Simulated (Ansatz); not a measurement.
# CH5BO2 (SMILES COBO) at 6 levels

Aim: a comparison of 6 runs (HF/cc-pVDZ, PBE/cc-pVDZ, PBE0/cc-pVDZ, SVWN5/cc-pVDZ, wB97M-V/cc-pVDZ, CCSD/cc-pVDZ) of CH5BO2. 

Program for the calculation: Ansatz 0.2.0.

83 further runs of the same task are left out: 83 set aside as unsound or not needed. Runs told in other sessions of the task aren't counted.

## (1) The structure to begin with

The species is CH5BO2 (9 atoms), meant as a singlet with charge 0. SMILES: `COBO`. One bond was lengthened or shortened from a relaxed shape.

Bond lengths: C1–O2 1.410 Å, O2–B3 1.356 Å, B3–O4 1.356 Å, C1–H5 1.094 Å, C1–H6 1.092 Å, C1–H7 1.256 Å, B3–H8 1.199 Å, O4–H9 0.962 Å. Some angles: C1–O2–B3 121.7°, O2–B3–O4 119.6°, O2–C1–H5 111.5°, O2–C1–H6 109.2°, O2–C1–H7 109.3°, O2–B3–H8 121.8°, O4–B3–H8 118.6°, B3–O4–H9 112.1°, H5–C1–H6 109.1°, H5–C1–H7 109.0°.

## (2) The energy at HF/cc-pVDZ (run 1)

The input, run.yaml:

```yaml
basis:
  gaussian: {orbitals: cc-pVDZ}
crystal:
  periodic: [false, false, false]
  atoms:
    - {symbol: C, position_ang: [0.405793, 0.726058, -0.981753]}
    - {symbol: O, position_ang: [0.010493, 0.378958, 0.326647]}
    - {symbol: B, position_ang: [-0.010907, -0.909942, 0.747247]}
    - {symbol: O, position_ang: [-0.400607, -1.194342, 2.014147]}
    - {symbol: H, position_ang: [0.692093, -0.155642, -1.561953]}
    - {symbol: H, position_ang: [1.255393, 1.410558, -0.930553]}
    - {symbol: H, position_ang: [-0.544800, 1.307500, -1.561700]}
    - {symbol: H, position_ang: [0.307893, -1.814242, 0.028047]}
    - {symbol: H, position_ang: [-0.634907, -0.402142, 2.507847]}
hamiltonian: {xc: hf}
accuracy: high
output: {orbitals: {seedname: orbitals}}
```

The run is started by

```
ansatz run run.yaml --threads 1 --pin off --max-ram 2610MiB --events-out events.jsonl --progress --plain --runs-dir runs
```

The log of the run:

```text
Warning: RAYON_NUM_THREADS=1 ignored (pool sized by the plan → 1); use --threads N
Functional definition: HF
  name "HF"
  exchange = exact_x
  correlation = 0
1903 factors; integrals over basis functions are off by at most 7.1e-9 eV
mean field evaluation 1: about -5855.2518 eV, gradient 3.7e1 eV
mean field evaluation 2: about -5855.2545 eV, gradient 3.7e1 eV
mean field evaluation 4: about -5858.0943 eV, gradient 3.1e0 eV
mean field evaluation 8: about -5858.1245 eV, gradient 1.3e-1 eV
mean field -5858.12455400 eV, -215.2821065802 hartree, gradient 2.1e-8 eV, S^2 0.000000; 0 other end points of the search recorded, 0 dependent functions left out
reference -5858.12455400 eV, -215.2821065802 hartree; 16, 16 occupied and 65, 65 virtual orbitals, 1903 factors
Total energy: -5858.12455400 eV, -215.2821065802 hartree
```

It took 2 s on 1 thread of Arm Neoverse V1, shared host; peak memory 0.2 GiB.

## (3) The energy at PBE/cc-pVDZ (run 2)

The input, job.yaml:

```yaml
crystal:
  periodic: [false, false, false]
  atoms:
    - {symbol: C, position_ang: [0.405793, 0.726058, -0.981753]}
    - {symbol: O, position_ang: [0.010493, 0.378958, 0.326647]}
    - {symbol: B, position_ang: [-0.010907, -0.909942, 0.747247]}
    - {symbol: O, position_ang: [-0.400607, -1.194342, 2.014147]}
    - {symbol: H, position_ang: [0.692093, -0.155642, -1.561953]}
    - {symbol: H, position_ang: [1.255393, 1.410558, -0.930553]}
    - {symbol: H, position_ang: [-0.544800, 1.307500, -1.561700]}
    - {symbol: H, position_ang: [0.307893, -1.814242, 0.028047]}
    - {symbol: H, position_ang: [-0.634907, -0.402142, 2.507847]}
basis:
  gaussian:
    orbitals: cc-pVDZ
hamiltonian:
  xc: pbe
accuracy: high
output:
  orbitals: {seedname: orbitals}
```

The run is started by

```
ansatz run job.yaml --threads 1 --pin off --max-ram 2610MiB --events-out events.jsonl --progress --plain --runs-dir runs
```

The log of the run:

```text
Warning: RAYON_NUM_THREADS=1 ignored (pool sized by the plan → 1); use --threads N
Functional definition: PBE
  name "PBE"
  parameter kappa = 0.804
  parameter beta = 0.06672455060314922
  exchange = pbe_x(kappa = kappa, mu = beta*pi^2/3)
  correlation = pbe_c(beta = beta)
1903 factors; integrals over basis functions are off by at most 7.1e-9 eV
mean field evaluation 1: about -5876.3289 eV, gradient 6.3e1 eV
mean field evaluation 2: about -5860.7630 eV, gradient 1.1e2 eV
mean field evaluation 4: about -5883.9797 eV, gradient 5.0e0 eV
mean field evaluation 8: about -5884.0335 eV, gradient 6.5e-1 eV
mean field evaluation 16: about -5884.0343 eV, gradient 2.0e-5 eV
mean field -5884.03431846 eV, -216.2342728617 hartree, gradient 7.6e-8 eV, S^2 0.000000; 0 other end points of the search recorded, 0 dependent functions left out
reference -5884.03432182 eV, -216.2342729852 hartree; 16, 16 occupied and 65, 65 virtual orbitals, 1903 factors
Total energy: -5884.03432182 eV, -216.2342729852 hartree
```

It took 4.8 s on 1 thread of Arm Neoverse V1, shared host; peak memory 0.2 GiB.

Run 3 isn't shown in full; the table further down has it.

## (4) The energy at SVWN5/cc-pVDZ (run 4)

The input, molecule.yaml:

```yaml
crystal:
  periodic: [false, false, false]
  atoms:
    - {symbol: C, position_ang: [0.405793, 0.726058, -0.981753]}
    - {symbol: O, position_ang: [0.010493, 0.378958, 0.326647]}
    - {symbol: B, position_ang: [-0.010907, -0.909942, 0.747247]}
    - {symbol: O, position_ang: [-0.400607, -1.194342, 2.014147]}
    - {symbol: H, position_ang: [0.692093, -0.155642, -1.561953]}
    - {symbol: H, position_ang: [1.255393, 1.410558, -0.930553]}
    - {symbol: H, position_ang: [-0.544800, 1.307500, -1.561700]}
    - {symbol: H, position_ang: [0.307893, -1.814242, 0.028047]}
    - {symbol: H, position_ang: [-0.634907, -0.402142, 2.507847]}
basis:
  gaussian:
    orbitals: cc-pVDZ
hamiltonian:
  xc: {name: SVWN5}
accuracy: high
output: {orbitals: {seedname: orbitals}}
```

The run is started by

```
ansatz run molecule.yaml --threads 1 --pin off --max-ram 2610MiB --events-out events.jsonl --progress --plain --runs-dir runs
```

The log of the run:

```text
Warning: RAYON_NUM_THREADS=1 ignored (pool sized by the plan → 1); use --threads N
Functional definition: SVWN5
  name "SVWN5"
  exchange = slater_x
  correlation = vwn5_c
1903 factors; integrals over basis functions are off by at most 7.1e-9 eV
mean field evaluation 1: about -5835.4756 eV, gradient 6.4e1 eV
mean field evaluation 2: about -5818.9234 eV, gradient 1.1e2 eV
mean field evaluation 4: about -5843.5275 eV, gradient 5.2e0 eV
mean field evaluation 8: about -5843.5847 eV, gradient 5.6e-1 eV
mean field evaluation 16: about -5843.5853 eV, gradient 2.2e-5 eV
mean field -5843.58528399 eV, -214.7477982621 hartree, gradient 7.0e-8 eV, S^2 0.000000; 0 other end points of the search recorded, 0 dependent functions left out
reference -5843.58528723 eV, -214.7477983814 hartree; 16, 16 occupied and 65, 65 virtual orbitals, 1903 factors
Total energy: -5843.58528723 eV, -214.7477983814 hartree
```

Run time: 3.3 s. Hardware: 1 thread of Arm Neoverse V1, shared host; peak memory 0.2 GiB.

Run 5 isn't shown in full; the table further down has it.

## (5) A single-point energy at CCSD/cc-pVDZ (run 6)

The input, in.yaml:

```yaml
crystal:
  periodic: [false, false, false]
  atoms:
    - {symbol: C, position_ang: [0.405793, 0.726058, -0.981753]}
    - {symbol: O, position_ang: [0.010493, 0.378958, 0.326647]}
    - {symbol: B, position_ang: [-0.010907, -0.909942, 0.747247]}
    - {symbol: O, position_ang: [-0.400607, -1.194342, 2.014147]}
    - {symbol: H, position_ang: [0.692093, -0.155642, -1.561953]}
    - {symbol: H, position_ang: [1.255393, 1.410558, -0.930553]}
    - {symbol: H, position_ang: [-0.544800, 1.307500, -1.561700]}
    - {symbol: H, position_ang: [0.307893, -1.814242, 0.028047]}
    - {symbol: H, position_ang: [-0.634907, -0.402142, 2.507847]}
basis:
  gaussian: {orbitals: cc-pVDZ}
correlation: {method: ccsd, frozen_orbitals: {B: 1, C: 1, H: 0, O: 1}}
accuracy: high
scf: {omitted_lower_state_checks: [cluster_reference, increment]}
```

The run is started by

```
ansatz run in.yaml --threads 1 --pin off --max-ram 2610MiB --events-out events.jsonl --progress --plain --runs-dir runs
```

The log of the run (excerpt; [...] marks lines left out):

```text
Warning: RAYON_NUM_THREADS=1 ignored (pool sized by the plan → 1); use --threads N
[... 2 set-up lines as earlier in the session ...]
[...]
1903 factors; integrals over basis functions are off by at most 7.1e-9 eV
[...]
mean field -5858.12455400 eV, -215.2821065802 hartree, gradient 2.1e-8 eV, S^2 0.000000; 0 other end points of the search recorded, 0 dependent functions left out
4 core orbitals not correlated: weight in the atoms' cores, before any rotation towards them, 1.000 or more for the frozen orbitals, at most 0.000 for the correlated occupied ones
reference -5858.12455400 eV, -215.2821065802 hartree; 12, 12 occupied and 65, 65 virtual orbitals, 1903 factors
second order -16.37230650 eV of doubles, -0.00000000 eV of singles
cycle   1  -16.78925570 eV  change   -4.2e-1 eV  update   9.4e-2
[...]
cycle  20  -17.32075059 eV  change    1.0e-9 eV  update   2.2e-9
Total energy: -5875.44530459 eV, -215.9186324238 hartree
Checks for a lower state left out: cluster_reference, increment
```

Run time: 12 s. Hardware: 1 thread of Arm Neoverse V1, shared host; peak memory 0.47 GiB.

## (6) The series

```
run            level  frozen core orbitals  energy (Eh)  HOMO energy (eV)  LUMO energy (eV)  HOMO–LUMO gap (eV)  wall time
  1       HF/cc-pVDZ                     –  -215.282107            -12.24              4.96               17.20        2 s
  2      PBE/cc-pVDZ                     –  -216.234273             -6.75              0.33                7.08      4.8 s
  3     PBE0/cc-pVDZ                     –  -216.251247             -8.33              1.35                9.68      5.4 s
  4    SVWN5/cc-pVDZ                     –  -214.747798             -6.87              0.11                6.98      3.3 s
  5  wB97M-V/cc-pVDZ                     –  -216.411283            -10.68              3.42               14.10       47 s
  6     CCSD/cc-pVDZ                     4  -215.918632                 –                 –                   –       12 s
```

## (7) Summary of results

| quantity | value |
| --- | --- |
| run 6: total energy | -215.91863 Eh |
| run 6: correlation energy (4 core orbitals frozen) | -636.5 mEh |
| run 6: T1 diagnostic | 0.013 |

In words: Over runs 1, 2, 3, 4, 5 the HOMO–LUMO gap runs from 6.98 eV (SVWN5/cc-pVDZ) to 17.20 eV (HF/cc-pVDZ). Exact exchange widens orbital gaps. Totals of different functionals can't be ranked against each other. All runs together took 74 s, the longest 47 s.
